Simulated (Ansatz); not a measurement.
# FH₄NSi + NH₃: a complex and its separated parts

Aim: how far the complex at one end of a reaction step lies below its separated, relaxed parts, level by level.

Computed with Ansatz 0.2.0, Gaussian basis. Level: PBE0-D4/def2-TZVP structures, single points in def2-TZVPP, no counterpoise correction.

Levels: SPW92, PBE-D4, BLYP-D4, r2SCAN-D4, B97M-V, PBE0-D4, B3LYP-D4, r2SCAN0-D4, BHLYP-D4, CAM-B3LYP-D4, wB97X-V, wB97M-V, B2PLYP, PBE-QIDH, RPA on PBE, Hartree-Fock, MP2, CCSD, CCSD(T).

Cores are frozen in the correlated methods. B3LYP uses VWN-RPA correlation. B2PLYP carries no dispersion term here.

21 further runs of the same task are left out: 21 set aside as unsound or not needed.

## 1. Where the work starts

The complex: 11 atoms, charge 0, spin multiplicity 1.

Atoms are counted from 1 here; the program's logs count them from 0.

Bond lengths: Si1–F2 1.613 Å, Si1–H3 1.475 Å, Si1–H4 1.475 Å, Si1–N5 1.707 Å, N5–H8 1.007 Å, N5–H9 1.007 Å, H6–N7 1.012 Å, N7–H10 1.012 Å, N7–H11 1.013 Å. Angles: F2–Si1–H3 107.6°, F2–Si1–H4 107.6°, F2–Si1–N5 111.8°, H3–Si1–H4 117.5°, H3–Si1–N5 106.3°, H4–Si1–N5 106.3°, Si1–N5–H8 121.4°, Si1–N5–H9 121.4°, H8–N5–H9 111.3°, H6–N7–H10 107.5°, H6–N7–H11 107.6°, H10–N7–H11 107.6°.

Geometry (Å):

| atom | x (Å) | y (Å) | z (Å) |
| --- | --- | --- | --- |
| Si1 | 0.3106 | 0.2442 | -0.6437 |
| F2 | 0.2088 | 1.3864 | 0.4913 |
| H3 | -1.0646 | -0.1571 | -0.9958 |
| H4 | 1.2183 | -0.8040 | -0.1398 |
| N5 | 1.0174 | 0.8388 | -2.0793 |
| H6 | -0.4535 | -1.6537 | 2.3659 |
| N7 | -0.9519 | -0.9800 | 1.7980 |
| H8 | 0.5032 | 1.4319 | -2.7098 |
| H9 | 2.0080 | 1.0058 | -2.1456 |
| H10 | -1.9313 | -1.2358 | 1.8113 |
| H11 | -0.8650 | -0.0765 | 2.2473 |

Its parts: FH₄NSi holds atoms 1, 2, 3, 4, 5, 8, 9; NH₃ holds atoms 6, 7, 10, 11. Each part counts its atoms afresh in its own runs.

## 2. Relaxing FH₄NSi alone

Input file relax-a/in.yaml:

```yaml
crystal:
  periodic: [false, false, false]
  atoms:
    - {symbol: Si, position_ang: [0.310637, 0.244160, -0.643660]}
    - {symbol: F, position_ang: [0.208774, 1.386364, 0.491274]}
    - {symbol: H, position_ang: [-1.064630, -0.157070, -0.995834]}
    - {symbol: H, position_ang: [1.218332, -0.803984, -0.139838]}
    - {symbol: N, position_ang: [1.017379, 0.838809, -2.079303]}
    - {symbol: H, position_ang: [0.503229, 1.431935, -2.709792]}
    - {symbol: H, position_ang: [2.008024, 1.005816, -2.145589]}
basis:
  gaussian: {orbitals: def2-TZVP}
hamiltonian: {xc: pbe0, dispersion: d4}
relax: {f_tol: 0.005, max_steps: 200}
```

The command line of these runs was not kept.

The runs that follow: Relaxing NH₃ alone; wB97M-V/def2-TZVPP; CCSD(T)/def2-TZVPP; Vibrations of FH₄NSi; Vibrations of NH₃.

**Question.** What will these runs give? Wanted: complex less parts, CCSD(T)/def2-TZVPP; with zero-point energy; largest T1 diagnostic.

**Answer**, as computed:

| quantity | value |
| --- | --- |
| complex less parts, CCSD(T)/def2-TZVPP | -3.1 kcal/mol |
| with zero-point energy | -1.8 kcal/mol |
| largest T1 diagnostic | 0.011 |

**Reading.** At CCSD(T) the complex lies 3.1 kcal/mol below its parts. Among the functionals PBE-QIDH lands nearest to CCSD(T) (+0.2 kcal/mol) and SPW92 farthest (-3.0 kcal/mol). Mean unsigned error by rung: LDA 3.0, GGA 0.6, meta-GGA 0.4, hybrid 0.4, range-separated hybrid 0.5, double hybrid 0.5 kcal/mol. PBE-D4 gives a relative energy 0.8 kcal/mol too low, inside chemical accuracy (1 kcal/mol). No counterpoise was applied, and triple zeta lacks some correlation, so the CCSD(T) reference has a basis error of its own, and close matches with it are partly luck.
